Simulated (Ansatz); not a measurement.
# Co (P-3m1): comparison of magnetic orders

Which magnetic order of Co (P-3m1) lies lowest among those tried? Wanted for Co (P-3m1): a comparison of magnetic orders.

Computed with Ansatz 0.2.0 through its Python package. Level of theory: DFT PBEsol, plane waves, PAW.

### 1 Starting point

Symmetry: P-3m1, No. 164, trigonal system. The conventional cell has a = 2.487 Å, b = 2.487 Å, c = 4.063 Å, α = 90.00°, β = 90.00°, γ = 120.00°. Co (site symmetry 3m) is surrounded by 12 Co at 2.42 to 2.55 Å.

The script holds or builds the structure itself.

### 2 The script

Contents of orders_co.py:

```python
"""Magnetic orders of Co compared."""

from dataclasses import dataclass
import logging
import sys

import ansatz as az
import numpy as np

logging.basicConfig(stream=sys.stdout, format="[%(levelname)s] %(message)s")
log = logging.getLogger("run")
log.setLevel(logging.INFO)


@dataclass(frozen=True)
class RunConfig:
    functional: str = "pbesol"
    k_length: int = 32
    smearing: str = "fermi_dirac"


cfg = RunConfig()


def count_gap(report):
    # lowest empty less highest filled band, counting bands; zero where they overlap
    return max(report.get("gap_by_band_count_ev") or 0.0, 0.0)

CELL = [
    (2.48736487, 0.0, 0.0),
    (-1.24368244, 2.15412117, 0.0),
    (0.0, 0.0, 4.0632895),
]
ATOMS = [
    ("Co", (2 / 3, 1 / 3, 0.259861)),
    ("Co", (1 / 3, 2 / 3, 0.740139)),
]


def magnet(moments):
    crystal = az.Crystal(lattice=az.Lattice.of(CELL))
    for (symbol, position), moment in zip(ATOMS, moments):
        crystal = crystal.atom(symbol, position, moment=moment or None)
    return crystal


def main() -> None:
    # starting moments in muB, one an atom
    orders = {
        "FM": [3.0, 3.0],
        "AFM": [3.0, -3.0],
    }

    rows = []
    for label, moments in orders.items():
        job = magnet(moments).calculation()
        job = job.functional(cfg.functional).kpoints(length=cfg.k_length)
        job = job.occupations(cfg.smearing)
        job = job.spin("collinear")
        job = job.band_table()
        summary = job.run(threads=1, pin="off").report
        rows.append((label, summary["free_energy_ev"], summary["magnetization_mub"], summary["absolute_magnetization_mub"], max(abs(m) for m in summary["site_moments_mub"]), count_gap(summary)))
        print(label, "site moments:", [round(m, 2) for m in summary["site_moments_mub"]])

    # the same cell with no spin polarisation
    plain = magnet([0] * len(ATOMS)).calculation()
    plain = plain.functional(cfg.functional).kpoints(length=cfg.k_length)
    plain = plain.occupations(cfg.smearing).band_table()
    summary = plain.run(threads=1, pin="off").report
    rows.append(("NM", summary["free_energy_ev"], 0.0, 0.0, 0.0, count_gap(summary)))

    lowest = min(row[1] for row in rows)
    rows = [(row[0], 1000 * (row[1] - lowest) / 2, *row[2:]) for row in sorted(rows, key=lambda row: row[1])]
    log.info("         order  meV/magnetic atom         net muB    absolute muB  largest site muB  gap by band count eV")
    for row in rows:
        log.info(f"{str(row[0]):>14s}  {row[1]:17.2f}  {row[2]:14.3f}  {row[3]:14.3f}  {row[4]:16.3f}  {row[5]:20.3f}")
    print("lowest of these starts:", rows[0][0])


if __name__ == "__main__":
    main()
```

### 3 Launch

On the command line:

```console
> python orders_co.py
```

**Question.** Which magnetic state ends lowest, and by how much?

The runs gave:

```
        quantity         value
   runs compared             3
          lowest    run 1 (FM)
next above it by  0.0 meV/atom
```

**Reading.** In order of energy: ferromagnetic (+0.0 meV an atom, largest site moment 1.69 μB), ferromagnetic (+0.0 meV an atom, largest site moment 1.69 μB) and non-magnetic (+198.2 meV an atom, largest site moment 0.00 μB). These are the states reached from the starts typed. What to keep in mind:
- The SCF didn't keep the moments it started from (some shrank, vanished or turned); what is printed is the state reached.
- This isn't the structure that Co takes at ambient conditions.
- Each row is the state reached from that start at the given structure, not necessarily the lowest of its order; other orders weren't tried. The starting moments were not kept in at least one run, so it stands on a weaker or other magnetic state than the one typed. Whether this is the phase that is stable at ambient conditions was not tested.
